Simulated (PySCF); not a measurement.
**C4H10OSi2: electronic excitations**

Aim: predict the electronic excitations of C4H10OSi2 (`C=CO/C([SiH3])=C\[SiH3]`).

Computed with PySCF 2.14.0, with density-fitted response routines of our own, on a single molecule in the gas phase. Atoms count from 0, in the outputs and in this text.

### 1 The molecule as given

17 atoms, charge 0, multiplicity 1; geometry from: GFN2-xTB.

Bonds of the start (Å): C0–C1 1.32, C1–O2 1.35, O2–C3 1.37, C3–Si4 1.90, C3–C5 1.34, C5–Si6 1.88, C0–H7 1.08, C0–H8 1.07, C1–H9 1.09, Si4–H10 1.47, Si4–H11 1.46, Si4–H12 1.47, C5–H13 1.08, Si6–H14 1.47, Si6–H15 1.46, Si6–H16 1.46.

### 2 Excited states and response: PBE0/def2-SVPD

The job: settings as JSON, then the geometry in Å.

```
{"job": {"kind": "uv", "xc": "PBE0", "basis": "def2-SVPD", "nstates": 8, "ntriplets": 3}, "charge": 0, "multiplicity": 1}
C      0.475181     2.656773    -1.152778
C     -0.194771     1.539819    -0.911556
O      0.328684     0.549595    -0.158929
C     -0.346890    -0.625756     0.054534
Si    -1.915865    -1.091498    -0.905353
C      0.214623    -1.428030     0.968249
Si     1.774882    -0.886003     1.860705
H      1.463911     2.808035    -0.758439
H      0.043115     3.440029    -1.744817
H     -1.195266     1.375309    -1.298398
H     -3.039985    -0.234839    -0.508520
H     -2.211581    -2.481328    -0.571791
H     -1.682109    -0.953569    -2.346861
H     -0.250125    -2.379865     1.166688
H      2.111582    -1.922205     2.843386
H      1.543946     0.384849     2.550397
H      2.873670    -0.739285     0.903571
```

Method: TDDFT PBE0/def2-SVPD, vertical, gas phase, core orbitals frozen in the response.

Started as:

```console
$ OMP_NUM_THREADS=1 python probes_run.py task.json out
```

One launch serves the whole session: the jobs run in the order shown.

The program printed:

```text
coarse grid: 14880 points
cycle   1  E = -811.5465813854  dE =  6.396e-01  |g| = 5.192e-01  |ddm| = 6.216e+00
cycle   2  E = -811.4947692626  dE =  5.181e-02  |g| = 7.032e-01  |ddm| = 1.928e+00
cycle   3  E = -811.6057462466  dE = -1.110e-01  |g| = 8.705e-02  |ddm| = 1.132e+00
cycle   4  E = -811.6072921859  dE = -1.546e-03  |g| = 4.575e-02  |ddm| = 2.166e-01
cycle   5  E = -811.6077963551  dE = -5.042e-04  |g| = 1.675e-02  |ddm| = 9.309e-02
cycle   6  E = -811.6078537677  dE = -5.741e-05  |g| = 3.565e-03  |ddm| = 2.840e-02
cycle   7  E = -811.6078565705  dE = -2.803e-06  |g| = 1.127e-03  |ddm| = 6.181e-03
final grid: 133616 points
cycle   8  E = -811.7191269299  dE = -1.844e-05  |g| = 9.928e-03  |ddm| = 1.307e-01
cycle   9  E = -811.7190966145  dE =  3.032e-05  |g| = 1.598e-02  |ddm| = 3.189e-02
cycle  10  E = -811.7191463698  dE = -4.976e-05  |g| = 1.872e-03  |ddm| = 2.075e-02
cycle  11  E = -811.7191473055  dE = -9.357e-07  |g| = 3.343e-04  |ddm| = 3.582e-03
cycle  12  E = -811.7191473320  dE = -2.645e-08  |g| = 1.029e-04  |ddm| = 6.479e-04
cycle  13  E = -811.7191473346  dE = -2.640e-09  |g| = 2.547e-05  |ddm| = 2.119e-04
cycle  14  E = -811.7191473348  dE = -1.596e-10  |g| = 1.118e-05  |ddm| = 6.632e-05
converged SCF energy = -811.7191473348

Static polarisability (au): isotropic 113.602, principal 80.092 122.900 137.814

Singlet excitations
state   eV       nm        f      main configurations
  1   5.1005    243.1   0.24032   H->L 0.97
  2   5.9329    209.0   0.01331   H->L+2 0.89
  3   6.1050    203.1   0.07015   H->L+1 0.62, H->L+3 0.15
  4   6.2776    197.5   0.09927   H->L+4 0.44, H->L+3 0.24, H->L+1 0.21
  5   6.3475    195.3   0.01289   H-2->L 0.52, H->L+4 0.28, H->L+3 0.13
  6   6.3643    194.8   0.01665   H-2->L 0.36, H->L+3 0.34, H->L+4 0.19
  7   6.6777    185.7   0.00201   H->L+5 0.94
  8   6.7939    182.5   0.29447   H-1->L 0.78

Triplet excitations (Tamm-Dancoff, eV): 3.5221 4.1922 5.6716
```

Run time: 45 s. Hardware: 1 thread of Arm Neoverse V1, shared host; peak memory 0.93 GiB.

The orbitals next to the gap, with their largest atomic shares:

```csv
orbital,eV,atoms
HOMO−3,-9.44,"Si6 40 %, H14 34 %, H15 9 %"
HOMO−2,-8.73,"C5 22 %, C3 17 %, Si6 16 %"
HOMO−1,-8.28,"C3 19 %, C1 18 %, C0 16 %"
HOMO,-6.63,"C0 23 %, O2 21 %, C5 20 %"
LUMO,-0.82,"C5 28 %, C3 27 %, Si6 11 %"
LUMO+1,0.31,"C1 30 %, C0 25 %, O2 11 %"
LUMO+2,0.34,"Si4 32 %, Si6 11 %, H11 8 %"
```

With each of the 8 states as a Gaussian band of 0.4 eV half-width at 1/e, the curve within the window shown has maxima at 243 nm (ε 9,700), 185 nm (ε 14,000) L/(mol cm). Beyond the last state computed it falls off for lack of states. The curve at chosen wavelengths:

```csv
nm,ε (L/mol/cm)
175,6930
179,11035
183,13353
187,13344
191,12152
195,10882
199,9668
203,8200
207,6435
211,4701
215,3438
219,2969
223,3406
227,4635
231,6330
235,8026
239,9265
243,9742
247,9388
251,8352
255,6909
259,5351
263,3904
267,2699
271,1776
275,1119
```

Further results of this job:

```csv
property,computed
dipole moment (D),1.57
polarisability (Å³),16.83
HOMO–LUMO gap (eV),5.81
−ε(HOMO) (eV),6.63
```

### 3 What came out

| quantity | value |
| --- | --- |
| lowest singlet (PBE0/def2-SVPD) | 5.10 eV (243 nm), f = 0.240 |
| brightest single state of those computed | state 8, 6.79 eV, f = 0.294 |
| lowest triplet | 3.52 eV |

In words: The first singlet state (HOMO→LUMO 0.97) lies at 5.10 eV and is bright; of the 8 states computed, the strongest absorption comes from state 8 at 6.79 eV (the last computed, so partners may be missing). The lowest triplet lies 1.58 eV below the lowest singlet (triplets in Tamm-Dancoff, singlets in full TDDFT). States above −ε(HOMO) lie where TDDFT describes them poorly and they hang on the basis; the brightest is among them.
